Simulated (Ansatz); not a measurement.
# Cl3H4SiSn: the cost of one run

Method: UKS PBE/def2-SVP, in Ansatz 0.2.0.

## 1. Starting point

Bond lengths: Sn1–H2 1.990 Å, Sn1–Cl3 2.410 Å, Sn1–Cl4 2.408 Å, Sn1–Cl5 2.408 Å, Si6–H7 1.460 Å, Si6–H8 1.460 Å, Si6–H9 1.460 Å. Angles: H2–Sn1–Cl3 109.4°, H2–Sn1–Cl4 109.5°, H2–Sn1–Cl5 109.5°, Cl3–Sn1–Cl4 109.5°, Cl3–Sn1–Cl5 109.5°, Cl4–Sn1–Cl5 109.5°, H7–Si6–H8 109.4°, H7–Si6–H9 109.4°, H8–Si6–H9 109.4°.

Structure file:

```xyz
9

Sn    0.0000    0.0000    0.0000
H     0.0000    0.0000    1.9900
Cl    2.2726    0.0000   -0.8025
Cl   -1.1351    1.9666   -0.8025
Cl   -1.1351   -1.9666   -0.8025
Si    0.0000    0.0000    3.7500
H    -0.7436   -1.1581    4.2374
H     1.3747   -0.0649    4.2374
H    -0.6311    1.2230    4.2374
```

## 2. Pulling towards end A

Springs on the bonds that form and break draw the guess towards this end; the thresholds are loose.

The input, input.yaml:

```yaml
crystal:
  periodic: [false, false, false]
  atoms:
    - { symbol: Sn, position_ang: [0.0, 0.0, 0.0] }
    - { symbol: H, position_ang: [0.0, 0.0, 1.99] }
    - { symbol: Cl, position_ang: [2.2726, 0.0, -0.8025] }
    - { symbol: Cl, position_ang: [-1.1351, 1.9666, -0.8025] }
    - { symbol: Cl, position_ang: [-1.1351, -1.9666, -0.8025] }
    - { symbol: Si, position_ang: [0.0, 0.0, 3.75] }
    - { symbol: H, position_ang: [-0.7436, -1.1581, 4.2374] }
    - { symbol: H, position_ang: [1.3747, -0.0649, 4.2374] }
    - { symbol: H, position_ang: [-0.6311, 1.223, 4.2374] }
magnetization:
  spin_polarized: true
  initial_magnetization: 1
basis:
  gaussian: { orbitals: def2-SVP }
hamiltonian:
  xc: pbe
relax:
  f_tol: 0.15
  max_steps: 25
  restrain:
    - { distance: [1, 5], at: 2.66, k: 30.0 }
    - { distance: [0, 1], at: 1.74, k: 30.0 }
```

Launch:

```console
$ ansatz run input.yaml --threads 4 --pin off --max-ram 5120MiB --backend cpu --events-out ev --progress --plain --runs-dir out
```

Q: Estimate wall time and peak memory on 4 threads of Arm Neoverse V1, shared host.

About 16 s, with a peak of 0.22 GiB.
